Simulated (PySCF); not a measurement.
# Nd(OH)3: other functionals and bases at one geometry

An exercise on one series of results from a longer session: the logs are not shown, and one member is left open.

Method: several levels, as the steps say, no spin–orbit coupling; program: PySCF 2.14.0.

1 further run of the same task is left out (for a known fault of the program).

### The system as given

7 atoms, charge 0, spin multiplicity 1.

Bond lengths: Nd1–O2 2.105 Å, Nd1–O4 2.105 Å, Nd1–O6 2.105 Å, O2–H3 0.957 Å, O4–H5 0.957 Å, O6–H7 0.957 Å. Angles: O2–Nd1–O4 118.0°, O2–Nd1–O6 118.0°, O4–Nd1–O6 118.0°, Nd1–O2–H3 174.1°, Nd1–O4–H5 174.1°, Nd1–O6–H7 174.1°.

Coordinates:

```mol
H3NdO3
  3D, bonds by distance, orders not assigned

  7  6  0  0  0  0  0  0  0  0999 V2000
   -0.0000   -0.0000   -0.2102 Nd  0  0
    2.0843    0.0000    0.0875 O   0  0
    3.0124    0.0000    0.3198 H   0  0
   -1.0421    1.8051    0.0875 O   0  0
   -1.5062    2.6088    0.3198 H   0  0
   -1.0421   -1.8051    0.0875 O   0  0
   -1.5062   -2.6088    0.3198 H   0  0
  1  2  8  0
  1  4  8  0
  1  6  8  0
  2  3  8  0
  4  5  8  0
  6  7  8  0
M  END
```

Formal oxidation states: Nd +3. Each metal's 3 4f electrons lie in its core potential, so multiplicities, spins and levels count the valence alone. An earlier session relaxed this geometry at PBE0, Nd lcecp-1-SVP with ECP49, O def2-SVP, H def2-SVP (singlet, point group C3v).

At PBE0 on the finer grid: E = -261.154650 Eh, HOMO -7.51 eV, LUMO -1.24 eV, Mulliken charge on Nd1 +1.08 e, largest force component 0.009 eV/Å. 

Levels to run: HF; wB97X; PBE0, TZVP. Hardware: 2 threads of Arm Neoverse V2, shared host.

The first run:

run.py (the lines that set the calculation) reads:

```python
mol = gto.M(atom='''
Nd     0.00000     0.00000    -0.21021
O      2.08429     0.00000     0.08750
H      3.01241     0.00000     0.31978
O     -1.04215     1.80505     0.08750
H     -1.50621     2.60882     0.31978
O     -1.04214    -1.80505     0.08750
H     -1.50620    -2.60882     0.31978''',
    basis={'Nd': 'lcecp-1-SVP', 'O': 'def2-SVP', 'H': 'def2-SVP'},
    ecp={'Nd': 'lcecp-1-SVP'},
    charge=0, spin=0)
mf = scf.RHF(mol)
mf = mf.density_fit()  # fitting sets: Nd AutoAux, O def2-universal-JKFIT, H def2-universal-JKFIT
mf.conv_tol = 1e-08; mf.max_cycle = 55
mf.kernel(dm0)  # dm0: the density of the relaxed state
```

Started as:

```sh
$ OMP_NUM_THREADS=2 python run.py
```

Among the steps run: HF; wB97X; PBE0, TZVP.

One of the session's tables, all rows but one given; the rest of the session is left out.

| level | HOMO (eV) | gap (eV) | charge on Nd1 (e) | dipole (D) | largest force component (eV/Å) |
| --- | --- | --- | --- | --- | --- |
| PBE0 (relaxed here) | -7.51 | 6.28 | 1.08 | 1.06 | 0.01 |
| HF | -11.74 | 12.44 | 1.57 | 1.34 | 1.55 |
| wB97X | -9.98 | 10.50 | 1.10 | 1.14 | 0.25 |
| PBE0, TZVP | ? | ? | ? | ? | ? |

Estimate the missing values for PBE0, TZVP.

The run gave: HOMO (eV): -7.79; gap (eV): 6.50; charge on Nd1 (e): 1.70; dipole (D): 1.19; largest force component (eV/Å): 0.27. In the column «HOMO (eV)» it lies between wB97X (-9.98) and PBE0 (relaxed here) (-7.51).

In one basis the HOMO–LUMO gap runs from 6.28 eV (PBE0) to 12.44 eV (HF). The largest leftover force, 1.55 eV/Å with HF, stands at a geometry relaxed at another level. With 4f in the core, its levels are missing from HOMO and gap, and its count is fixed, so no charge can pass from the ligands into it. Total energies of different levels can't be compared.
